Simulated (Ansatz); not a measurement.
# AsFH4Sn: up Jacob's ladder to CCSD(T)

The task here is to estimate one member of a computed series from the others.

The runs use Ansatz 0.2.0, Gaussian basis; functionals in def2-TZVPP, the program's frozen cores in correlated methods.

The runs, in order: LDA (SPW92), PBE-D4, revPBE-D4, BLYP-D4, r2SCAN-D4, B97M-V, PBE0-D4, B3LYP-D4, r2SCANh-D4, r2SCAN0-D4, HSE06-D4, BHLYP-D4, CAM-B3LYP-D4, LC-ωPBE, ωB97X-V, ωB97M-V, B2PLYP, PBE-QIDH; CCSD(T)/def2-SVP; CCSD(T)/def2-TZVPP; MP2/def2-QZVPP; extrapolation to the limit; RPA on PBE.

### The geometry

All runs share one geometry, relaxed beforehand with PBE0-D4 in a triple-zeta def2 set. Sn takes the def2 core potential; no spin-orbit term is included.

SMILES `[F][SnH2][AsH2]`, 7 atoms, charge 0, spin multiplicity 1.

Atoms are counted from 1 here; the program's logs count them from 0.

Bond lengths: F1–Sn2 1.931 Å, Sn2–As3 2.592 Å, Sn2–H4 1.707 Å, Sn2–H5 1.706 Å, As3–H6 1.523 Å, As3–H7 1.526 Å. Angles: F1–Sn2–As3 104.0°, F1–Sn2–H4 104.4°, F1–Sn2–H5 103.6°, As3–Sn2–H4 113.0°, As3–Sn2–H5 117.0°, H4–Sn2–H5 113.1°, Sn2–As3–H6 91.1°, Sn2–As3–H7 89.7°, H6–As3–H7 91.5°.

Set-up of the first run:

Input file in.yaml:

```yaml
crystal:
  periodic: [false, false, false]
  atoms:
    - {symbol: F, position_ang: [-2.369476, -0.090409, 0.350363]}
    - {symbol: Sn, position_ang: [-0.666129, -0.059670, -0.557664]}
    - {symbol: As, position_ang: [1.057335, -0.500453, 1.327047]}
    - {symbol: H, position_ang: [-0.762635, -1.337044, -1.685675]}
    - {symbol: H, position_ang: [-0.631783, 1.479959, -1.292542]}
    - {symbol: H, position_ang: [1.262676, 0.995153, 1.527506]}
    - {symbol: H, position_ang: [2.171212, -0.555635, 0.285165]}
basis:
  gaussian: {orbitals: def2-TZVPP}
hamiltonian: {xc: lda}
output: {orbitals: {seedname: orbitals}}
```

The run is started by

```
ansatz run in.yaml --threads 2 --pin off --events-out ev --progress --plain --max-ram 4352MiB
```

Steps of the session up to this table: LDA; PBE-D4 (GGA); revPBE-D4 (GGA); BLYP-D4 (GGA); r2SCAN-D4 (meta-GGA); B97M-V (meta-GGA); PBE0-D4 (hybrid); B3LYP-D4 (hybrid); r2SCANh-D4 (hybrid); r2SCAN0-D4 (hybrid); HSE06-D4 (hybrid); BHLYP-D4 (hybrid); CAM-B3LYP-D4 (range-separated); LC-ωPBE (range-separated); ωB97X-V (range-separated); ωB97M-V (range-separated); B2PLYP (double hybrid); PBE-QIDH (double hybrid).

One table of the session follows, with a row left open; its other results are not shown here.

It belongs to the step «Frontier levels by functional». 

| functional | HOMO (eV) | gap (eV) |
| --- | --- | --- |
| LDA (SPW92) | -6.90 | 4.97 |
| PBE-D4 | -6.76 | 5.05 |
| revPBE-D4 | -6.70 | 5.08 |
| BLYP-D4 | -6.61 | 4.94 |
| r2SCAN-D4 | -7.04 | 5.53 |
| B97M-V | -7.04 | 5.56 |
| PBE0-D4 | -7.81 | 6.92 |
| B3LYP-D4 | -7.61 | 6.44 |
| r2SCANh-D4 | ? | ? |
| r2SCAN0-D4 | -8.00 | 7.21 |
| HSE06-D4 | -7.43 | 6.17 |
| BHLYP-D4 | -8.72 | 8.61 |
| CAM-B3LYP-D4 | -9.01 | 9.03 |
| LC-ωPBE | -10.26 | 11.39 |
| ωB97X-V | -9.95 | 10.97 |
| ωB97M-V | -9.81 | 10.60 |

Q: Estimate the row for r2SCANh-D4 from the others.

Worked estimate for «HOMO (eV)». Against the share of exact exchange, r2SCAN-D4 (0, -7.04), r2SCAN0-D4 (0.25, -8.00) give a slope of -3.84 per unit share; at 0.1 the line stands at -7.42.

**Answer.** HOMO (eV): -7.42; gap (eV): 6.21. In «HOMO (eV)» the line misses by 0.00.
